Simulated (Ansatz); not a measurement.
# Cu, space group I4/mmm: a projected density of states

With the Ansatz DFT code, driven from Python.

Input file `cu.cif`:
```cif
data_Cu
_cell_length_a 2.461078
_cell_length_b 2.461078
_cell_length_c 2.461078
_cell_angle_alpha 108.21810
_cell_angle_beta 108.21810
_cell_angle_gamma 112.00763
_symmetry_space_group_name_H-M 'P 1'
_symmetry_Int_Tables_number 1
loop_
_symmetry_equiv_pos_as_xyz
'x, y, z'
loop_
_atom_site_label
_atom_site_type_symbol
_atom_site_fract_x
_atom_site_fract_y
_atom_site_fract_z
Cu1 Cu    0.000000    0.000000    0.000000
```

Typed at the interpreter:
```pycon
>>> import ansatz as az
>>> from ase.io import read
>>> import numpy as np
>>> atoms = read("cu.cif")
>>> cell = az.Crystal.from_ase(atoms)
>>> len(cell.resolved().sites)
1
>>> model = (
...     cell.calculation()
...     .functional("pbesol")
...     .basis(19 * az.Ha)
...     .kpoints(mesh=(16, 16, 16))
...     .occupations(az.OccupationsMethod.METHFESSEL_PAXTON, width=0.1)
...     .scf(extra_bands=8)
...     .density_of_states(projected=True, method="smearing", broadening_width=0.15, energy_step=0.1)
... )
>>> planned = model.session().plan(threads=1)
>>> facts = planned.describe()
>>> print("plan:", facts["n_bands"], "bands,", len(facts["kpoints_frac"]), "k-points, plane waves", facts["n_pw_range"], "grid", facts["fft_dense"])
plan: 18 bands, 349 k-points, plane waves [289, 321] grid [20, 20, 20]
>>> out = planned.execute()
>>> data = out.report
>>> data["converged"], data["free_energy_ev"]
(True, -6588.731751637211)
>>> dos = out.density_of_states()
>>> energy = np.asarray(dos.energies_ev) - dos.fermi_ev
>>> curves = {}
>>> for site in out.projected_density_of_states().sites:
...     for shell in site.shells:
...         weight = sum(np.sum(curve.g_bin_mean_per_ev, axis=0) for curve in shell.curves)
...         name = f"{site.species} {shell.label}"
...         curves[name] = curves.get(name, 0) + weight
...
>>> print("E-EF   " + " ".join(f"{name:>8s}" for name in curves))
E-EF      Cu 3S    Cu 4S    Cu 3P    Cu 3D
>>> for e in np.arange(-8, 4 + 0.1, 0.5):
...     print(f"{e:5.1f}  " + " ".join(f"{np.interp(e, energy, g):8.3f}" for g in curves.values()))
...
 -8.0     0.001    0.101    0.001    0.003
 -7.5     0.001    0.095    0.001    0.006
 -7.0     0.001    0.164    0.001    0.018
 -6.5     0.000    0.122    0.001    0.025
 -6.0     0.000    0.186    0.001    0.074
 -5.5     0.000    0.232    0.001    0.222
 -5.0     0.000    0.197    0.001    0.673
 -4.5     0.000    0.128    0.002    1.629
 -4.0     0.000    0.011    0.002    2.595
 -3.5     0.000    0.092    0.002    3.356
 -3.0     0.000    0.066    0.001    1.232
 -2.5     0.000    0.038    0.001    2.826
 -2.0     0.000    0.046    0.000    5.478
 -1.5     0.000    0.100    0.000    1.666
 -1.0     0.000    0.133    0.000    0.267
 -0.5     0.000    0.078    0.000    0.088
  0.0     0.001    0.195    0.000    0.177
  0.5     0.000    0.092    0.000    0.058
  1.0     0.000    0.064    0.000    0.038
  1.5     0.000    0.105    0.000    0.047
  2.0     0.000    0.048    0.000    0.017
  2.5     0.000    0.035    0.000    0.011
  3.0     0.000    0.064    0.000    0.020
  3.5     0.000    0.018    0.000    0.005
  4.0     0.000    0.031    0.000    0.005
```

Notes:
- Absolute energies stand on the zero of these potentials, so only differences at equal settings mean something. A total without «per atom» is that of the cell as typed.
- No spin polarisation was allowed.
- This isn't the structure that Cu takes at ambient conditions.
- Curves are summed over the cell's atoms. Only shells that the potentials hold have channels, so projections don't add up to the total, least of all where a shell is missing (p of most metals); heights and places of peaks move with the mesh.
- The density of states is complete only as far up as bands were computed.
- Wall time of the script: 6.1 s on 1 thread of Intel(R) Xeon(R) Processor @ 2.30GHz, on a shared host, peak memory 0.6 GiB.
